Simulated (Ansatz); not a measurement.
# interstitial Al in Si: molecular dynamics, part 2 of 3

The plan is to see whether the interstitial stays in its void or moves on. The start is relaxed first. Runs: 50 steps of 12 fs under a Langevin thermostat at 600 K; 20 steps of 8 fs under a Nosé-Hoover thermostat at 840 K. The host cell (diamond) has 16 atoms; the extra atom is the last.

Ansatz 0.2.0; DFT r2SCAN+D3(BJ), plane waves, PAW, scalar-relativistic, collinear spin.

## 6. Frames and traces

One step in 2; energies are changes from step 0; msd is the mean square displacement from the start, the centre of mass held:

| time (fs) | T (K) | potential energy change (meV/atom) | msd Al (Å²) | msd Si (Å²) |
| --- | --- | --- | --- | --- |
| 0.0 | 565 | 0.0 | 0.000 | 0.000 |
| 24.0 | 227 | 49.4 | 0.013 | 0.012 |
| 48.0 | 452 | 52.3 | 0.009 | 0.025 |
| 72.0 | 393 | 68.4 | 0.026 | 0.039 |
| 96.0 | 460 | 66.9 | 0.041 | 0.037 |
| 120.0 | 394 | 54.3 | 0.061 | 0.033 |
| 144.0 | 442 | 55.4 | 0.030 | 0.031 |
| 168.0 | 381 | 75.1 | 0.000 | 0.029 |
| 192.0 | 526 | 58.8 | 0.028 | 0.027 |
| 216.0 | 413 | 66.0 | 0.095 | 0.027 |
| 240.0 | 419 | 64.7 | 0.100 | 0.028 |
| 264.0 | 448 | 66.1 | 0.070 | 0.029 |
| 288.0 | 522 | 70.3 | 0.067 | 0.036 |
| 312.0 | 407 | 86.9 | 0.060 | 0.054 |
| 336.0 | 489 | 89.3 | 0.010 | 0.072 |
| 360.0 | 502 | 92.0 | 0.037 | 0.079 |
| 384.0 | 586 | 95.4 | 0.061 | 0.075 |
| 408.0 | 637 | 95.5 | 0.140 | 0.064 |
| 432.0 | 739 | 85.8 | 0.197 | 0.051 |
| 456.0 | 609 | 93.9 | 0.081 | 0.051 |
| 480.0 | 576 | 66.7 | 0.020 | 0.043 |
| 504.0 | 521 | 64.7 | 0.003 | 0.027 |
| 528.0 | 503 | 58.7 | 0.011 | 0.021 |
| 552.0 | 473 | 66.4 | 0.058 | 0.028 |
| 576.0 | 584 | 72.3 | 0.028 | 0.053 |
| 600.0 | 417 | 85.8 | 0.017 | 0.079 |

time (fs), T (K) and a bar:
```
      0.0        565 ####################
     24.0        227 
     48.0        452 #############
     84.0        425 ############
    108.0        451 #############
    132.0        380 #########
    156.0        574 ####################
    180.0        497 ################
    204.0        401 ##########
    240.0        419 ###########
    264.0        448 #############
    288.0        522 #################
    312.0        407 ##########
    336.0        489 ###############
    360.0        502 ################
    396.0        661 #########################
    420.0        552 ###################
    444.0        743 ##############################
    468.0        554 ###################
    492.0        510 ################
    516.0        566 ####################
    552.0        473 ##############
    576.0        584 #####################
    600.0        417 ###########
```

Pair distribution over the second half of the run:

| r (Å) | g Si–Si | g Si–Al |
| --- | --- | --- |
| 0.68 | 0.00 | 0.00 |
| 0.84 | 0.00 | 0.00 |
| 1.00 | 0.00 | 0.00 |
| 1.16 | 0.00 | 0.00 |
| 1.32 | 0.00 | 0.00 |
| 1.48 | 0.00 | 0.00 |
| 1.64 | 0.00 | 0.00 |
| 1.80 | 0.00 | 0.00 |
| 1.96 | 0.00 | 0.00 |
| 2.12 | 0.33 | 0.00 |
| 2.28 | 3.60 | 1.35 |
| 2.44 | 3.30 | 5.21 |
| 2.60 | 0.37 | 3.70 |
| 2.76 | 0.02 | 2.43 |
| 2.92 | 0.00 | 1.05 |
| 3.08 | 0.00 | 0.55 |

First peaks of g(r) that rise above 1 (not always the tallest), and, where a minimum follows, the mean number of second-named atoms round a first-named one up to the next minimum:

| pair | peak (Å) | height | minimum (Å) | neighbours |
| --- | --- | --- | --- | --- |
| Si–Si | 2.36 | 4.6 | 2.84 | 4.0 |
| Si–Al | 2.44 | 5.2 | - | - |

## 7. Frames from the trajectory

Positions (Å) and forces (eV/Å):

```xyz
17
Lattice="0.000 5.430 5.430 5.430 0.000 5.430 5.430 5.430 0.000" Properties=species:S:1:pos:R:3:forces:R:3 pbc="T T T" time_fs=96.0 T=460 dE=1.1365
Si    0.005   -0.052   -0.168   -0.534   -0.350    0.429
Si    1.352    1.274    1.217   -0.978   -1.044   -0.089
Si    2.508    2.694    0.006    1.486    0.813   -1.518
Si    4.005    4.037    1.211   -0.162    0.703   -0.007
Si    2.624   -0.153    2.449    1.498    0.289    0.077
Si    4.026    1.165    3.857    0.622    0.209   -0.628
Si    5.365    2.663    2.448   -0.209   -0.420    1.094
Si    6.663    4.127    3.828   -0.935   -0.495    1.117
Si    0.116    2.584    2.583   -0.259    0.117    2.158
Si    1.430    3.927    4.177    0.044   -0.758   -0.765
Si    2.758    5.326    2.827    0.072   -0.936   -0.552
Si    4.164    6.556    4.165    0.090    1.474   -0.150
Si    2.866    2.414    5.410   -0.533    1.060   -0.078
Si    4.238    3.907    6.681   -0.319    0.823   -0.814
Si    5.635    5.437    5.452   -0.692   -1.355   -0.196
Si    6.878    6.657    6.848    0.113    0.007   -0.335
Al    8.217    8.065    8.258    0.695   -0.139    0.257
17
Lattice="0.000 5.430 5.430 5.430 0.000 5.430 5.430 5.430 0.000" Properties=species:S:1:pos:R:3:forces:R:3 pbc="T T T" time_fs=204.0 T=401 dE=1.2416
Si   -0.220   -0.231   -0.001    1.060    1.336   -1.254
Si    1.157    1.190    1.323   -0.097    0.571   -0.891
Si    2.588    2.654    0.035   -0.751   -0.528   -0.250
Si    4.023    3.874    1.305   -0.164   -0.814    2.114
Si    2.619    0.113    2.675    0.106   -1.562   -0.087
Si    3.889    1.302    4.118    0.208   -0.482    1.341
Si    5.326    2.376    2.791    1.112    1.571   -1.604
Si    6.782    4.093    4.062    0.224   -1.387   -1.052
Si   -0.079    2.572    2.721   -0.490   -0.216   -0.409
Si    1.218    4.003    3.920   -0.262    0.397    1.278
Si    2.680    5.283    2.719    0.110    0.062   -1.222
Si    3.929    6.724    4.102    0.227   -0.091    0.009
Si    2.610    2.812    5.363   -0.317   -0.933    0.018
Si    4.045    4.046    6.812    0.122    0.674   -0.282
Si    5.290    5.234    5.218   -1.469   -0.130    0.311
Si    6.604    6.386    6.517    1.120    1.597    1.574
Al    7.950    7.925    7.881   -0.738   -0.064    0.408
17
Lattice="0.000 5.430 5.430 5.430 0.000 5.430 5.430 5.430 0.000" Properties=species:S:1:pos:R:3:forces:R:3 pbc="T T T" time_fs=300.0 T=421 dE=1.3185
Si   -0.003   -0.128    0.225   -0.946    0.586    0.138
Si    1.142    1.197    1.683    1.478   -0.027   -0.340
Si    2.382    2.533    0.080    0.232    0.605    0.691
Si    3.839    4.054    1.306   -1.046   -0.642    0.111
Si    2.650   -0.180    2.998   -0.433    0.780   -0.816
Si    4.053    1.174    4.296   -0.345    1.097   -0.846
Si    5.096    2.641    2.623    0.789   -0.691    0.686
Si    6.534    3.898    4.093   -0.494   -0.011    0.180
Si   -0.213    2.680    2.756    0.125    1.498   -0.043
Si    1.183    4.162    4.140   -0.910   -0.742   -1.422
Si    2.428    5.369    2.671    0.900    1.484   -0.599
Si    3.853    6.871    4.111   -0.522   -1.663    0.070
Si    2.473    2.736    5.254    1.626   -0.916    0.654
Si    3.878    4.190    6.632    0.601   -0.040    0.307
Si    5.221    5.409    5.294    0.140    0.051   -0.528
Si    6.517    6.811    6.537   -0.510   -0.709    1.112
Al    8.030    8.135    7.875   -0.685   -0.661    0.645
17
Lattice="0.000 5.430 5.430 5.430 0.000 5.430 5.430 5.430 0.000" Properties=species:S:1:pos:R:3:forces:R:3 pbc="T T T" time_fs=396.0 T=661 dE=1.3081
Si   -0.155    0.053    0.096    0.198   -1.102   -0.480
Si    1.214    1.286    1.405    0.407    1.063    0.581
Si    2.659    2.636    0.047   -1.110   -0.078   -0.276
Si    3.951    4.070    1.401    0.342   -0.899   -0.336
Si    2.248   -0.195    2.860    0.594    0.582    0.427
Si    3.928    1.131    4.029   -0.820   -0.076   -0.538
Si    5.226    2.358    2.515   -0.543    0.939    0.196
Si    6.109    3.740    4.311    1.191    0.213    0.041
Si   -0.008    2.711    2.924   -1.229   -1.214   -1.541
Si    1.240    4.080    4.166    0.475    1.163    0.309
Si    2.504    5.384    2.595   -0.598   -0.251    0.315
Si    3.841    6.657    3.965    0.947    0.546    0.830
Si    2.787    2.751    5.270   -0.094    0.028    0.501
Si    3.945    3.988    6.930    0.491    0.358   -0.211
Si    5.072    5.418    5.503    0.568    0.343    0.058
Si    6.771    6.779    6.518   -0.603   -1.059   -0.408
Al    7.769    8.244    8.207   -0.215   -0.556    0.532
17
Lattice="0.000 5.430 5.430 5.430 0.000 5.430 5.430 5.430 0.000" Properties=species:S:1:pos:R:3:forces:R:3 pbc="T T T" time_fs=504.0 T=521 dE=1.0991
Si    0.066   -0.127    0.115   -1.003    0.320   -0.614
Si    1.187    1.364    1.459    0.727   -0.479   -0.025
Si    2.541    2.725    0.142    0.726    0.347    0.051
Si    4.111    3.982    1.476   -0.553    0.176   -0.348
Si    2.642    0.127    2.864   -0.529   -1.407   -0.669
Si    3.960    1.336    4.265    0.516   -0.786    1.635
Si    5.275    2.616    2.952    0.322    0.653   -0.312
Si    6.591    4.110    4.191    0.099    0.826    0.661
Si   -0.075    2.727    2.792    0.615    0.348    0.717
Si    1.433    3.958    4.200   -0.325   -0.103    0.422
Si    2.820    5.335    2.928   -0.145    0.102   -0.119
Si    4.141    6.829    4.267   -0.258   -0.858    0.880
Si    2.627    2.595    5.757   -0.646   -0.511   -0.741
Si    4.075    4.061    6.856   -2.010   -0.399    1.694
Si    5.260    5.410    5.734    1.188    0.581   -2.716
Si    6.512    6.521    7.145    1.726    0.722   -0.027
Al    8.072    8.052    8.350   -0.449    0.466   -0.489
17
Lattice="0.000 5.430 5.430 5.430 0.000 5.430 5.430 5.430 0.000" Properties=species:S:1:pos:R:3:forces:R:3 pbc="T T T" time_fs=600.0 T=417 dE=1.4594
Si    0.035    0.098    0.174    0.759   -1.653    1.028
Si    1.343    1.273    1.738   -0.078    0.005   -0.172
Si    2.816    2.542    0.424    0.072    0.678    0.252
Si    4.291    4.032    1.696   -0.770    0.426   -1.371
Si    2.669   -0.146    3.118   -0.575    0.321    0.597
Si    4.202    1.311    4.241   -1.051    0.061   -1.133
Si    5.608    2.581    2.869   -0.338    0.441    1.246
Si    6.681    3.952    4.695    0.861   -0.366   -1.464
Si   -0.261    2.695    2.833    0.976   -0.692   -0.320
Si    1.115    4.106    3.986    0.910    0.494    1.111
Si    2.814    5.387    2.937   -0.657   -0.382   -0.579
Si    4.133    6.634    4.425    0.381   -0.163    0.470
Si    2.578    2.615    5.227   -0.340    0.789    0.471
Si    3.657    3.935    6.914    0.709    0.535   -1.015
Si    5.286    5.262    5.931   -0.124    0.313   -0.297
Si    6.835    6.748    6.790    0.214   -0.976   -0.041
Al    8.120    7.966    8.474   -0.948    0.168    1.217
```

On run 1: Against a set 600 K the second half averages 530 K with a spread of 94 K (in equilibrium 17 atoms would scatter by about 119 K, over a far longer run). A step of 12 fs is long for atoms as light as 27 u, and this run prints no conserved energy by which to check it. The farthest move is 0.62 Å, against a mean nearest distance of 2.3 Å at the start: no atom has changed site so far. The interstitial Al17 strays up to 0.47 Å from where this run began and ends 0.14 Å from it (the host's drift taken out), so it has kept its site.

## 8. Run 2

20 steps of 8 fs under a Nosé-Hoover thermostat at 840 K, starting from the last frame of an earlier run, with new velocities.

File input.yaml:

```yaml
crystal:
  lattice:
    - [0.0, 5.43, 5.43]
    - [5.43, 0.0, 5.43]
    - [5.43, 5.43, 0.0]
  atoms:
    - { symbol: Si, position: [0.0218227, 0.01022546, -0.00381312] }
    - { symbol: Si, position: [0.15359113, 0.16647278, 0.08092238] }
    - { symbol: Si, position: [0.01377107, 0.06438954, 0.45428855] }
    - { symbol: Si, position: [0.13230889, 0.18001798, 0.61019287] }
    - { symbol: Si, position: [0.02792657, 0.54632646, -0.05480887] }
    - { symbol: Si, position: [0.12432605, 0.6566923, 0.11705625] }
    - { symbol: Si, position: [-0.01459152, 0.5429351, 0.48984643] }
    - { symbol: Si, position: [0.18099565, 0.68368291, 0.54675346] }
    - { symbol: Si, position: [0.5330864, -0.01129371, -0.03678361] }
    - { symbol: Si, position: [0.642379, 0.09170722, 0.11372969] }
    - { symbol: Si, position: [0.50737407, 0.03351846, 0.48470894] }
    - { symbol: Si, position: [0.63779092, 0.17719196, 0.58397431] }
    - { symbol: Si, position: [0.48462441, 0.47794077, -0.00311153] }
    - { symbol: Si, position: [0.66215941, 0.61106461, 0.06245507] }
    - { symbol: Si, position: [0.54393929, 0.54833931, 0.42506153] }
    - { symbol: Si, position: [0.61725714, 0.63315628, 0.62552309] }
    - { symbol: Al, position: [0.76605468, 0.79449843, 0.70093042], spin: 1.0 }
magnetization:
  spin_polarized: true
basis:
  ecutwfc: 500.0
kpoints:
  mp_grid: { grid: [2, 2, 2] }
hamiltonian:
  xc: r2scan
  dispersion: d3bj
  pseudopotentials: { kind: paw, azcp: { folder: soft_1 } }
scf:
  occupations: { method: fermi_dirac, width: 0.02 }
  lower_state_search: "off"
  max_iter: 86
md:
  timestep: 8
  n_steps: 20
  ensemble: nvt_nose_hoover
  temperature: 840.0
  initial_velocities: maxwell_boltzmann
  seed: 223312
  nose_hoover: { tau: 200.0, chain_length: 3 }
```

On the command line:

```bash
$ ansatz run input.yaml --threads 2 --pin off --max-ram 5120MiB --backend cpu --events-out ev --progress --plain --runs-dir out
```

Output, cut to the lines that bear on the results:

```text
Warning: md: disabling space-group detection — thermal motion breaks the input geometry's symmetry, so no spatial operation reduces the k-mesh or symmetrises the density; time reversal is kept, so that k and −k are solved as one point where they differ and the mesh holds both, and exact [...]
Warning: the engine holds no damping parameters fitted to this dispersion correction and functional, so the run takes those fitted to r2scan beside the three-body term, which d3bj leaves out (hamiltonian.dispersion, under Limitations)
Warning: RAYON_NUM_THREADS=2 ignored (pool sized by the plan → 2); use --threads N
[...]
Pseudopotentials: kind: paw
Pseudopotential: Si, paw, valence charge 4, recommended cutoff 500 eV (meta_gga), <dir>
Pseudopotential: Al, paw, valence charge 3, recommended cutoff 500 eV (meta_gga), <dir>
Functional definition: r2SCAN
[...]
WARN: the starting moments were not kept: the SCF closed with an absolute magnetisation of 6.8e-5 μB, where they sum to 1 μB in size (1 site). That is at most 0.1 of that sum. Measured as dr2_m measures the in/out step, that magnetisation stands 7.8e-11 eV from none, at or under the [...]
md step     0: t =     0.00 fs  T =   840.0 K  F+E_penalty+E_count = -10762.56334104 eV  E_kin = 1.737254 eV  conserved = -10760.82608666 eV  (19 SCF iters)
[...]
md step     3: t =    24.00 fs  T =   551.2 K  F+E_penalty+E_count = -10761.94150753 eV  E_kin = 1.139951 eV  conserved = -10760.80369685 eV  (17 SCF iters, 3 dispersion substeps)
[...]
md step     4: t =    32.00 fs  T =   518.6 K  F+E_penalty+E_count = -10761.86787471 eV  E_kin = 1.072568 eV  conserved = -10760.80002700 eV  (13 SCF iters, 3 dispersion substeps)
```

## 9. The log goes on: dynamics from the last frame of the run before

The log, continued, cut to the lines that bear on the results:

```text
[...]
spin=Collinear: Kerker preconditioning applied to the charge; magnetization (m = ρ↑ − ρ↓) channel mixes plain (no charge-response kernel on spin).
md step     5: t =    40.00 fs  T =   527.3 K  F+E_penalty+E_count = -10761.87893437 eV  E_kin = 1.090613 eV  conserved = -10760.79689994 eV  (22 SCF iters, 3 dispersion substeps)
[...]
  atom   4  Si     0.22106916    -1.52955758    -0.36066744
  atom   5  Si     0.32560655    -0.33115264     0.31234508
  atom   6  Si     0.19215684     0.09581350    -1.08193921
  atom   7  Si     0.82679462     0.33874441     0.01343414
  atom   8  Si    -1.26723616    -0.77327373     0.33941884
[...]
--- MD trajectory: 20 steps, t = 0.0 → 160.0 fs ---
  final state: T = 774.7 K   F+E_penalty+E_count = -10762.27226106 eV   E_kin = 1.602192 eV
  conserved energy: peak-to-peak 8.106e-2 eV (4.768e-3 eV/atom) over 160.0 fs
```

Run time: 38 min. Hardware: 2 threads of Arm Neoverse V1, shared host; peak memory 1.7 GiB.

## 10. What the atoms did

The trajectory, every 2 steps (energies from step 0); msd is the mean square displacement from the start, the centre of mass held:

| time (fs) | T (K) | potential energy change (meV/atom) | conserved energy change (meV/atom) | msd Si (Å²) | msd Al (Å²) |
| --- | --- | --- | --- | --- | --- |
| 0.0 | 840 | 0.0 | 0.00 | 0.000 | 0.000 |
| 16.0 | 617 | 29.1 | 1.94 | 0.016 | 0.022 |
| 32.0 | 519 | 40.9 | 1.53 | 0.041 | 0.079 |
| 48.0 | 607 | 30.9 | 1.74 | 0.057 | 0.091 |
| 64.0 | 800 | 6.8 | 0.09 | 0.072 | 0.043 |
| 80.0 | 791 | 11.5 | 2.38 | 0.101 | 0.015 |
| 96.0 | 1000 | -15.1 | -0.27 | 0.147 | 0.036 |
| 112.0 | 736 | 20.7 | 2.02 | 0.211 | 0.061 |
| 128.0 | 710 | 23.2 | 0.15 | 0.264 | 0.035 |
| 144.0 | 484 | 54.8 | 2.97 | 0.291 | 0.027 |
| 160.0 | 775 | 17.1 | -0.99 | 0.280 | 0.086 |

time (fs), T (K) and a bar:
```
      0.0        840 #####################
      8.0        744 ###############
     16.0        617 ########
     24.0        551 ####
     32.0        519 ##
     40.0        527 ###
     48.0        607 #######
     56.0        739 ###############
     64.0        800 ##################
     72.0        764 ################
     80.0        791 ##################
     88.0        930 ##########################
     96.0       1000 ##############################
    104.0        895 ########################
    112.0        736 ###############
    120.0        684 ############
    128.0        710 #############
    136.0        640 #########
    144.0        484 
    152.0        520 ##
    160.0        775 #################
```

Pair distribution over the second half of the run:

| r (Å) | g Si–Si | g Si–Al |
| --- | --- | --- |
| 0.68 | 0.00 | 0.00 |
| 0.84 | 0.00 | 0.00 |
| 1.00 | 0.00 | 0.00 |
| 1.16 | 0.00 | 0.00 |
| 1.32 | 0.00 | 0.00 |
| 1.48 | 0.00 | 0.00 |
| 1.64 | 0.00 | 0.00 |
| 1.80 | 0.00 | 0.00 |
| 1.96 | 0.00 | 0.00 |
| 2.12 | 0.29 | 0.00 |
| 2.28 | 3.71 | 1.07 |
| 2.44 | 3.05 | 5.35 |
| 2.60 | 0.46 | 3.22 |
| 2.76 | 0.09 | 2.72 |
| 2.92 | 0.00 | 1.55 |
| 3.08 | 0.00 | 0.63 |

First peaks of g(r) that rise above 1 (not always the tallest), and, where a minimum follows, the mean number of second-named atoms round a first-named one up to the next minimum:

| pair | peak (Å) | height | minimum (Å) | neighbours |
| --- | --- | --- | --- | --- |
| Si–Si | 2.36 | 4.4 | - | - |
| Si–Al | 2.44 | 5.3 | - | - |

(Part 2 of 3 ends here.)
